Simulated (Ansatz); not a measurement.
# Be2CoO3: the cost of one run

Method: DFT PBE, scalar-relativistic, plane waves, PAW, unless a step names another level, in Ansatz 0.2.0.

4 further runs of the same task are left out: 4 set aside as unsound or not needed.

**1. The formula and the candidates**

Pauling electronegativities: Be 1.57, Co 1.88, O 3.44 (spread 1.87). The formula balances with common oxidation states: Co +2, Be +2, O -2. Tabulated atomic sizes suggest about 8 Å³/atom. 31 candidates were drawn, by swapping species into database cells of other compounds, at random by space group and Wyckoff sites, or by hand, as the table says; time allowed 28 of them to run, and these are listed.

```
name                                                                   made from  space group no.                   Wyckoff sites  atoms (primitive cell)  V (Å³/atom)
 c01                                                    database cell of CsCu3O2              164              Be 2d; Co 1b; O 3e                       6         10.4
 c02  elements ordered on the sites of the Ni3O4, Be/Co on Ni and O/vacancy on O                6  Be 1b, 1a; Co 1b; O 1b, 1a, 1a                       6          8.7
 c04                                                                      random              191              Be 2e; Co 1b; O 3f                       6         10.5
 c05                       elements ordered on the sites of the MgO, Be/Co on Mg              139          Be 4e; Co 2a; O 2b, 4e                       6          8.7
 c06                                                                      random              166              Be 6c; Co 3b; O 9e                       6         10.6
 c07                      elements ordered on the sites of the DyTe, Be/Co on Dy              139          Be 4e; Co 2b; O 2a, 4e                       6          8.7
 c09                                                                      random              189              Be 2c; Co 1a; O 3g                       6         10.3
 c10                         elements ordered on the sites of the VN, Be/Co on V              164          Be 2d; Co 1a; O 2d, 1b                       6          8.7
 c11                       elements ordered on the sites of the MnS, Be/Co on Mn              156  Be 1a, 1c; Co 1b; O 1c, 1b, 1a                       6          8.7
 c12                                                                      random              139          Be 4e; Co 2b; O 4c, 2a                       6          9.2
 c13                                                                      random              191          Be 2e; Co 1a; O 2c, 1b                       6          8.5
 c14                                                    database cell of Mo2SeS3              156  Be 1b, 1a; Co 1b; O 1a, 1a, 1b                       6          7.6
 c15                                                                      random              139          Be 4d; Co 2b; O 4c, 2a                       6          8.4
 c16                                                                      random              191          Be 2e; Co 1b; O 2d, 1a                       6          8.9
 c17                                                    database cell of NaH2Pd3               65          Be 4i; Co 2b; O 2a, 4f                       6          7.4
 c18                                                                      random              156          Be 1b, 1c; Co 1b; O 3d                       6          9.9
 c19                                                    database cell of YbCo3B2              191              Be 2c; Co 1a; O 3g                       6          7.9
 c20                                                    database cell of Zr2VCo3              166              Be 6c; Co 3a; O 9d                       6          9.3
 c21                                                                      random              191              Be 2e; Co 1a; O 3f                       6          9.0
 c22                                                   database cell of Ce2SbAu3               25  Be 1a, 1b; Co 1c; O 1d, 1d, 1c                       6          8.3
 c23                                                   database cell of Dy2CuAg3               99  Be 1a, 1b; Co 1b; O 1a, 1a, 1b                       6          8.6
 c24                                                   database cell of CeGa2Ni3               65          Be 4f; Co 2b; O 4i, 2d                       6          7.9
 c25                                                                      random              191              Be 2d; Co 1a; O 3g                       6         10.4
 c26                      elements ordered on the sites of the MgPd, Be/Co on Pd              123          Be 2h; Co 1d; O 1a, 2g                       6          8.7
 c27                                                   database cell of Nd2Ge3Rh               25  Be 1d, 1c; Co 1b; O 1a, 1a, 1b                       6          9.0
 c28                                                   database cell of NaSn2Pd3              183              Be 2b; Co 1a; O 3c                       6          8.8
 c30                                                                      random              166          Be 6c; Co 3a; O 3b, 6c                       6         10.7
 c31                       elements ordered on the sites of the CdS, Be/Co on Cd              156  Be 1b, 1c; Co 1a; O 1b, 1c, 1a                       6          8.7
```

**2. Screening run of c04**

Input file input.yaml:

```yaml
crystal:
  lattice:
    - [3.209302, 0.0, 0.0]
    - [-1.604651, 2.77933706, 0.0]
    - [0.0, 0.0, 7.03046289]
  atoms:
    - { symbol: Be, position: [0.0, 0.0, 0.13062127] }
    - { symbol: Be, position: [0.0, 0.0, 0.86937873] }
    - { symbol: Co, position: [0.0, 0.0, 0.5], spin: 3.0 }
    - { symbol: O, position: [0.5, 0.0, 0.0] }
    - { symbol: O, position: [0.0, 0.5, 0.0] }
    - { symbol: O, position: [0.5, 0.5, 0.0] }
basis:
  ecutwfc: 420
kpoints:
  mp_grid: { grid: [4, 4, 2] }
hamiltonian:
  xc: pbe
scf:
  occupations: { method: gaussian, width: 0.15 }
  lower_state_search: "off"
output:
  forces: true
  stress: true
  eigenvalues: true
  populations: true
magnetization:
  spin_polarized: true
relax:
  adjacent_minimum: "off"
  f_tol: 0.08
  max_steps: 16
  cell: { stress_tol: 0.8 }
```

Started as:

```sh
$ ansatz run input.yaml --threads 1 --pin off --max-ram 2560MiB --backend cpu --events-out ev --progress --plain --runs-dir out
```

What time and memory should one allow on 1 thread of Intel Xeon Platinum 8375C at 2.90GHz (Ice Lake), shared host?

About 42 s, with a peak of 0.42 GiB.
